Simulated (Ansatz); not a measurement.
# C2H9AlSe: basis-set convergence

One table from this session's results is given with a row withheld; the runs are named, their logs left out.

Computed with Ansatz 0.2.0, Gaussian basis. Level: one geometry, several basis sets.

The runs, in order: PBE0-D4/def2-SVP; ωB97M-V/def2-SVP; PBE0-D4/def2-QZVPP; ωB97M-V/def2-QZVPP; the functionals' def2-TZVPP values are taken from earlier runs.

## Structure used throughout

The geometry comes from an earlier relaxation with PBE0-D4 in a triple-zeta def2 set; it is a stationary point, not always the lowest conformer.

SMILES `[CH3][AlH-]([CH3])[SeH2+]`, 13 atoms, charge 0, spin multiplicity 1.

Atoms are counted from 1 here; the program's logs count them from 0.

Bond lengths: C1–Al2 1.970 Å, C1–H5 1.096 Å, C1–H6 1.095 Å, C1–H7 1.094 Å, Al2–C3 1.970 Å, Al2–Se4 2.710 Å, Al2–H8 1.605 Å, C3–H9 1.096 Å, C3–H10 1.095 Å, C3–H11 1.094 Å, Se4–H12 1.468 Å, Se4–H13 1.470 Å. Angles: Al2–C1–H5 110.0°, Al2–C1–H6 112.7°, Al2–C1–H7 112.8°, H5–C1–H6 106.5°, H5–C1–H7 106.6°, H6–C1–H7 107.9°, C1–Al2–C3 119.4°, C1–Al2–Se4 97.7°, C1–Al2–H8 118.4°, C3–Al2–Se4 100.6°, C3–Al2–H8 118.0°, Se4–Al2–H8 92.0°, Al2–C3–H9 110.2°, Al2–C3–H10 112.5°, Al2–C3–H11 112.8°, H9–C3–H10 106.6°, H9–C3–H11 106.6°, H10–C3–H11 107.9° and more.

The first run:

Input file in.yaml:

```yaml
crystal:
  periodic: [false, false, false]
  atoms:
    - {symbol: C, position_ang: [-1.168172, 1.493505, -0.596671]}
    - {symbol: Al, position_ang: [-0.295739, -0.271882, -0.639088]}
    - {symbol: C, position_ang: [1.664285, -0.386237, -0.479433]}
    - {symbol: Se, position_ang: [-1.045368, -1.108362, 1.827549]}
    - {symbol: H, position_ang: [-1.030924, 2.002414, -1.557829]}
    - {symbol: H, position_ang: [-0.747255, 2.154548, 0.167988]}
    - {symbol: H, position_ang: [-2.247449, 1.429438, -0.428153]}
    - {symbol: H, position_ang: [-1.066778, -1.487423, -1.348474]}
    - {symbol: H, position_ang: [2.138585, -0.097027, -1.424509]}
    - {symbol: H, position_ang: [2.061819, 0.285792, 0.288163]}
    - {symbol: H, position_ang: [2.012528, -1.398592, -0.252291]}
    - {symbol: H, position_ang: [-0.188220, -2.300586, 1.837401]}
    - {symbol: H, position_ang: [-0.066910, -0.350286, 2.620047]}
basis:
  gaussian: {orbitals: def2-SVP}
hamiltonian: {xc: pbe0, dispersion: d4}
output: {orbitals: {seedname: orbitals}}
```

Started as:

```bash
$ ansatz run in.yaml --threads 4 --pin off --events-out ev --progress --plain --max-ram 10444MiB
```

Among the steps run: PBE0-D4 in def2-SVP; ωB97M-V in def2-SVP; PBE0-D4 in def2-QZVPP; ωB97M-V in def2-QZVPP.

One table of the session follows, with a row left open; its other results are not shown here.

It belongs to the step «Functionals by basis». 

```
functional       basis  HOMO (eV)
   PBE0-D4    def2-SVP          ?
   PBE0-D4  def2-TZVPP      -7.25
   PBE0-D4  def2-QZVPP      -7.26
   ωB97M-V    def2-SVP      -9.44
   ωB97M-V  def2-TZVPP      -9.51
   ωB97M-V  def2-QZVPP      -9.51
```

Estimate the missing values for PBE0-D4, def2-SVP.

The run gave: HOMO (eV): -7.20. In the column «HOMO (eV)» it is the highest.
